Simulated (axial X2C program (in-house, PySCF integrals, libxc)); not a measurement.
**A two-component session on GeP⁺: properties at the nuclei**

Aim: properties at the nuclei of GeP⁺, with spin–orbit coupling in the Hamiltonian from the start.

Program: an in-house X2C program for linear molecules on PySCF integrals. Level of theory: two-component X2C with atomic mean-field terms, Ge dyall-cv3z, P dyall-v3z. These are calculated values, not measurements.

## 1. Input

Contents of task.json:

```json
{"zs": [32, 15], "q": 1, "bas": ["dyall-cv3z", "dyall-v3z"], "r0": 2.13, "levels": ["PBE0", "HF", "BP86", "BHandHLYP", "r2SCAN"], "nst": 3}
```

Keys: zs atomic numbers; q charge; bas basis sets; r0 starting distance in Å; levels methods (HF also brings MP2); nst determinants followed.

Run with:

```console
$ python soeom.py task.json out
```

After this run come: Expectation values, lowest determinant; Expectation values, a higher determinant; Expectation values, a higher determinant.

Q: Predict the outcome of this session. Wanted: lowest determinant; Eeff magnitude; Ws magnitude Ge; A∥/gI Ge; qzz Ge; higher determinant (for each run or level that gives them).

The runs gave:

| quantity | value |
| --- | --- |
| lowest determinant | Ω = 1 (excess of +ω over −ω: ω = -1/2, ω = 3/2) |
| Eeff magnitude (GV/cm), PBE0 | 0.0177 |
| Ws magnitude Ge (kHz), PBE0 | 0.00316 |
| A∥/gI Ge (MHz), PBE0 | -83.8 |
| qzz Ge (a.u.), PBE0 | -5.34 |
| higher determinant | Ω = 2 (excess of +ω over −ω: ω = 1/2, ω = 3/2) |
| Eeff magnitude (GV/cm), PBE0, higher determinant | 2.01 |
| Ws magnitude Ge (kHz), PBE0, higher determinant | 0.472 |
| A∥/gI Ge (MHz), PBE0, higher determinant | 263 |
| qzz Ge (a.u.), PBE0, higher determinant | -1.08 |
| higher determinant | Ω = 0 (closed shell) |
| qzz Ge (a.u.), PBE0, higher determinant | -4.81 |
| qzz P (a.u.), PBE0, higher determinant | -2.11 |

**Reading.** In the first state, the effective field runs from 0.0177 to 0.265 GV/cm over the mean-field levels, so the levels don't agree on it. The expectation values come from single determinants, which for open shells can mix terms of unlike spin or miss the lowest Ω, so a determinant need not be a state. Eeff is the effective electric field on the electron dipole moment in this Ω state and Ws the scalar–pseudoscalar constant (defined with the proton number Z and per Ω); A∥ is the parallel hyperfine constant, which follows by multiplying with the nuclear g factor gI = μI/(I μN); qzz is the electric field gradient, eQq0 = 234.96 MHz × Q/barn × qzz. The operators were transformed with the bare-nucleus X2C matrices.
